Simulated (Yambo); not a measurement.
# NiO: optical spectrum with PBE

**Measured values to compare with.**

From “Local correlations, non-local screening, multiplets, and band formation in NiO”, 2012, arxiv:1210.6675, for a bulk crystal of NiO: band gap 4.3 eV.

Crystal: NiO.

```
Ni O
1.0
     0.00000    2.08590    2.08590
     2.08590    0.00000    2.08590
     2.08590    2.08590    0.00000
Ni O
1 1
Direct
  0.00000 0.00000 0.00000
  0.50000 0.50000 0.50000
```

```json
{
 "Program": "Yambo 5.3.0",
 "Task": "optical spectrum",
 "Functional": "PBE",
 "Potentials or basis": "PseudoDojo 0.4.1 SR PBE standard",
 "Cutoff": "1333 eV",
 "Density cutoff": "5333 eV",
 "k mesh": "16 × 16 × 16",
 "Occupations": "fermi-dirac, width 0.05 eV",
 "Spin": "collinear spin, ferromagnetic start",
 "Starting moments": "[1.0, 0.0] μB",
 "k mesh of the self-consistent run": "16 × 16 × 16",
 "Direction of the field or of q to 0": "x",
 "Broadening": "0.05 eV",
 "Kernel": "none (independent particles)",
 "Top of the energy range": "15 eV",
 "Energy points": "200",
 "Correction of the levels": "none",
 "Bands in the response": "27"
}
```

- Band gap on the k mesh, mean-field level: none (metal or under the smearing width)
- Net moment: 0.00 μB per cell

Dielectric function (along the field direction of the input):
```csv
energy (eV),real part,imaginary part
0.30,73.11,26.21
0.68,-4.75,49.36
1.06,-11.25,15.63
1.43,-6.49,12.03
1.81,-5.30,6.99
2.19,-3.57,3.48
2.56,-0.78,0.44
2.94,1.42,0.24
3.32,2.79,1.36
3.69,3.14,1.69
4.07,2.80,0.99
4.45,3.95,1.32
4.82,3.71,2.08
5.20,4.56,2.11
5.58,3.80,3.22
5.95,3.10,3.11
6.33,2.23,2.96
6.71,1.86,2.14
7.09,1.75,3.07
7.46,2.08,2.83
7.84,1.34,3.18
8.22,1.14,2.36
8.59,1.54,1.32
8.97,1.92,1.31
9.35,2.53,1.27
9.72,2.17,1.15
10.10,2.94,1.08
10.48,3.78,1.69
10.85,4.05,2.36
11.23,4.00,5.01
11.61,1.09,4.08
11.98,0.71,3.09
12.36,1.38,2.96
12.74,0.49,2.76
13.12,0.95,3.50
13.49,0.66,1.86
13.87,1.18,1.99
14.25,1.02,2.05
14.62,1.32,1.40
15.00,1.64,1.87
```

Wall time 9.2 min on 1 thread of Arm Neoverse V1, with other jobs on the host.

A measured gap of NiO is 4.3 eV (quoted in “Local correlations, non-local screening, multiplets, and band formation in NiO”, 2012, arxiv:1210.6675); the calculated 0.00 eV misses it by -4.30 eV. So large a miss can be the level of theory's own, or it may mean another phase, state or a wrong row. The value is that of PBE on a finite k mesh, which can miss the band edges, without temperature or zero-point motion. Semilocal functionals fall short of measured gaps as a rule.

Caveat: the intraband (Drude) term of the metal is left out; the ground state has no gap, which makes the many-body step unreliable; independent-particle spectra lack excitons; semilocal functionals often make such compounds metallic where correlation or magnetic order opens a gap, which also shifts bond lengths.
